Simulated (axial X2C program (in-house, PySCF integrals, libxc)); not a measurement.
# Linear GeNC⁺ at several levels

How do method and spin–orbit coupling move the bonds and stretches of GeNC⁺, held linear?

Program: an in-house X2C program for linear molecules on PySCF integrals. Level of theory: all-electron X2C, two-component (2c) or spin-free, Ge dyall-v3z, N dyall-av3z, C dyall-v3z. These are calculated values, not measurements.

All values are calculated.

1 further run of the same task is left out (set aside as unsound or not needed).

## 1. The job

Input file task.json:

```json
{
 "zs": [
  32,
  7,
  6
 ],
 "q": 1,
 "bas": [
  "dyall-v3z",
  "dyall-av3z",
  "dyall-v3z"
 ],
 "r0": [
  1.87,
  1.17
 ],
 "symm": 0,
 "scan": [
  "PBE0",
  "HF",
  "B3LYP"
 ],
 "levels": [
  "PBE0",
  "HF",
  "BHandHLYP"
 ],
 "nst": 2
}
```

Keys: zs atomic numbers; q charge; bas basis sets; r0 starting distance in Å; symm equal bonds; scan levels of the two-bond scan (MP2 follows by itself at each HF point); levels methods; nst determinants followed.

The run is started by

```sh
$ python solin.py task.json out
```

Masses Ge 73.921, N 14.003, C 12.000 u.

## 2. Scan at PBE0, 2c

State: Ω = 0 (all partner blocks equally filled). Energies above the lowest point, from the job's result record:

| r(Ge–N) (Å) | r(N–C) (Å) | E (meV) |
| --- | --- | --- |
| 1.7355 | 1.1700 | 70.48 |
| 1.7355 | 1.2000 | 27.19 |
| 1.7355 | 1.2300 | 65.60 |
| 1.7800 | 1.1700 | 40.47 |
| 1.7800 | 1.2000 | 0.00 |
| 1.7800 | 1.2300 | 41.11 |
| 1.7800 | 1.2600 | 149.10 |
| 1.8245 | 1.1700 | 64.08 |
| 1.8245 | 1.2000 | 26.22 |
| 1.8245 | 1.2300 | 69.85 |
| 1.8690 | 1.2000 | 95.22 |
| 1.8690 | 1.2600 | 253.81 |

A quadratic surface with cubic terms in each bond gives the minimum at 1.779 and 1.199 Å, force constants 4.33, 14.6 and coupling 0.30 mdyn/Å.

## 3. Scan at HF, 2c

State: Ω = 0 (all partner blocks equally filled). Energies above the lowest point, from the job's result record:

| r(Ge–N) (Å) | r(N–C) (Å) | E (meV) |
| --- | --- | --- |
| 1.7355 | 1.1700 | 3.45 |
| 1.7355 | 1.2000 | 17.59 |
| 1.7355 | 1.2300 | 115.53 |
| 1.7800 | 1.1700 | 0.00 |
| 1.7800 | 1.2000 | 18.70 |
| 1.7800 | 1.2300 | 121.07 |
| 1.7800 | 1.2600 | 292.24 |
| 1.8245 | 1.1700 | 51.91 |
| 1.8245 | 1.2000 | 74.92 |
| 1.8245 | 1.2300 | 181.50 |
| 1.8690 | 1.2000 | 175.24 |
| 1.8690 | 1.2600 | 464.86 |

A quadratic surface with cubic terms in each bond gives the minimum at 1.759 and 1.179 Å, force constants 4.88, 16.7 and coupling 0.50 mdyn/Å.

## 4. Scan at B3LYP, 2c

State: Ω = 0 (all partner blocks equally filled). Energies above the lowest point, from the job's result record:

| r(Ge–N) (Å) | r(N–C) (Å) | E (meV) |
| --- | --- | --- |
| 1.7355 | 1.1700 | 85.56 |
| 1.7355 | 1.2000 | 40.46 |
| 1.7355 | 1.2300 | 75.82 |
| 1.7800 | 1.1700 | 42.50 |
| 1.7800 | 1.2000 | 0.00 |
| 1.7800 | 1.2300 | 37.85 |
| 1.7800 | 1.2600 | 141.42 |
| 1.8245 | 1.1700 | 53.43 |
| 1.8245 | 1.2000 | 13.31 |
| 1.8245 | 1.2300 | 53.45 |
| 1.8690 | 1.2000 | 69.72 |
| 1.8690 | 1.2600 | 219.69 |

A quadratic surface with cubic terms in each bond gives the minimum at 1.790 and 1.200 Å, force constants 4.15, 14.3 and coupling 0.27 mdyn/Å.

## 5. The levels side by side

| level | r(Ge–N) (Å) | r(N–C) (Å) | lower stretch (cm⁻¹) | upper stretch (cm⁻¹) |
| --- | --- | --- | --- | --- |
| PBE0, 2c | 1.779 | 1.199 | 603.2 | 2004.9 |
| HF, 2c | 1.759 | 1.179 | 642.6 | 2133.0 |
| B3LYP, 2c | 1.790 | 1.200 | 590.3 | 1984.9 |
| MP2, 2c | 1.781 | 1.209 | 598.0 | 1961.3 |
| PBE0, spin-free | 1.779 | 1.199 | 603.6 | 2004.7 |
| HF, spin-free | 1.759 | 1.179 | 642.9 | 2132.8 |
| B3LYP, spin-free | 1.790 | 1.200 | 590.7 | 1984.8 |
| MP2, spin-free | 1.781 | 1.209 | 598.3 | 1961.0 |

Scans not shown above were run alike.

What this shows: Over the levels the Ge–N bond spans 1.759 to 1.790 Å and the N–C bond 1.179 to 1.209 Å. At PBE0 spin–orbit coupling leaves both bonds unchanged to 0.001 Å. Each state is one determinant, the lowest of a limited PBE0 search; the stretches come from a fit to few points and are good to some per cent at best. MP2 freezes inner shells (threshold -2 hartree). The molecule was held linear; bending was not examined, so a bent shape may lie lower.
